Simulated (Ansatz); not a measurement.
KFeAs2:

```xyz
4
Lattice="-1.9804 1.9804 6.3830 1.9804 -1.9804 6.3830 1.9804 1.9804 -6.3830" Properties=species:S:1:pos:R:3 pbc="T T T"
As    0.0000    0.0000    4.2222
As    0.0000    0.0000    8.5438
Fe    1.9804    0.0000    3.1915
K     0.0000    0.0000    0.0000
```

The cell comes from a database or a generator and needn't be the stable form of this composition.

Alike in all runs: program Ansatz 0.2.0; functional PBE; potentials or basis Ansatz PAW; cutoff 420 eV (not typed: the program's choice for these potentials); k mesh 8 × 8 × 8; occupations fermi-dirac, width 0.05 eV.

The same cell was started in several ways:

```csv
start,free energy over the lowest (meV/atom),net moment (μB),site or absolute moments (μB),gap
"collinear spin, ferromagnetic start of up to 1.5 μB; fixed moment 1.5",16.5,1.50,As -0.01; Fe +1.34; K +0.01,-
"collinear spin, ferromagnetic start of up to 2.2 μB; fixed moment 2.2",46.6,2.20,As +0.02; Fe +1.74; K +0.02,-
"collinear spin, ferromagnetic start of up to 3.8 μB; fixed moment 3.8",210.3,3.80,As +0.15; Fe +2.40; K +0.06,-
"collinear spin, ferromagnetic start of up to 3 μB; fixed moment 3",108.0,3.00,As +0.07; Fe +2.13; K +0.04,-
"collinear spin, program default start; fixed moment 0",1.3,0.00,-,-
"collinear spin, ferromagnetic start of up to 6 μB; fixed moment 6",746.0,6.00,As +0.38; Fe +3.03; K +0.11,-
"collinear spin, ferromagnetic start of up to 0.8 μB; fixed moment 0.8",0.0,0.80,As -0.02; Fe +0.77; K -0.00,-
"collinear spin, ferromagnetic start of up to 4.5 μB; fixed moment 4.5",340.2,4.50,As +0.22; Fe +2.61; K +0.07,-
```

All polarised runs hold their moment fixed, so the table maps the energy against it. A still lower state may exist.

Caveats: the total moment is fixed, so each spin has its own Fermi level; a cell with one magnetic atom can't hold antiferromagnetic order, which such compounds often take (some runs); forces of over 1 eV/Å show positions far from the minimum, so gaps and moduli don't describe the material at rest (some runs).
